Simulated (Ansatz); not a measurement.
# NiS: the cost of one run

Computed with Ansatz 0.2.0 (DFT LDA+U (U_eff = 1 eV on Ni d, around-mean-field double counting), plane waves, PAW, unless a step's input says otherwise).

### Step 1. The starting structure

It takes space group P6_3/mmc (No. 194, hexagonal). The conventional cell has a = 3.425 Å, b = 3.425 Å, c = 5.340 Å, α = 90.00°, β = 90.00°, γ = 120.00°. Ni (site symmetry -3m) has 6 S at 2.39 Å and 2 Ni at 2.67 Å as nearest neighbours. S (site symmetry -6m2) has 6 Ni at 2.39 Å as nearest neighbours.

As a file:

```
Ni S
1.0
     3.42500    0.00000    0.00000
    -3.42500    5.93228    0.00000
     0.00000    0.00000    5.34000
Ni S
4 4
Direct
  0.00000 0.00000 0.00000
  0.00000 0.00000 0.50000
  0.00000 0.50000 0.00000
  0.00000 0.50000 0.50000
  0.33333 0.33333 0.25000
  0.66667 0.16667 0.75000
  0.33333 0.83333 0.25000
  0.66667 0.66667 0.75000
```

Magnetic order typed: antiferromagnetic, doubled cell 0 1/2 0.

### Step 2. From atoms, symmetry kept, no search

input.yaml reads:

```yaml
crystal:
  lattice:
    - [3.42500121, 0.0, 0.0]
    - [-3.42500122, 5.93227612, 0.0]
    - [0.0, 0.0, 5.33999987]
  atoms:
    - { symbol: Ni, position: [0.0, 0.0, 0.0], spin: 2.0 }
    - { symbol: Ni, position: [0.0, 0.0, 0.5], spin: 2.0 }
    - { symbol: S, position: [0.3333333333, 0.3333333334, 0.25] }
    - { symbol: S, position: [0.6666666667, 0.1666666666, 0.75] }
    - { symbol: Ni, position: [0.0, 0.5, 0.0], spin: -2.0 }
    - { symbol: Ni, position: [0.0, 0.5, 0.5], spin: -2.0 }
    - { symbol: S, position: [0.3333333333, 0.8333333333, 0.25] }
    - { symbol: S, position: [0.6666666667, 0.6666666666, 0.75] }
basis:
  ecutwfc: 420
  ecutrho_ratio: 4
kpoints:
  mp_grid: { grid: [6, 6, 4] }
hamiltonian:
  xc: lda
  hubbard:
    sites:
      - { site: 0, l: d, u_eff: 1.0 }
      - { site: 1, l: d, u_eff: 1.0 }
      - { site: 4, l: d, u_eff: 1.0 }
      - { site: 5, l: d, u_eff: 1.0 }
    double_counting: amf
scf:
  occupations: { method: gaussian, width: 0.05 }
  lower_state_search: "off"
  max_iter: 150
output:
  forces: true
  stress: true
  eigenvalues: true
  populations: true
  hubbard:
    sites:
      - { site: 0, l: d }
      - { site: 1, l: d }
      - { site: 4, l: d }
      - { site: 5, l: d }
magnetization:
  spin_polarized: true
```

Started as:

```bash
ansatz run input.yaml --threads 4 --pin off --max-ram 6144MiB --backend cpu --events-out ev --progress --plain --runs-dir out
```

Q: Estimate wall time and peak memory on 4 threads of Arm Neoverse V1, shared host.

About 28 s, with a peak of 0.87 GiB.
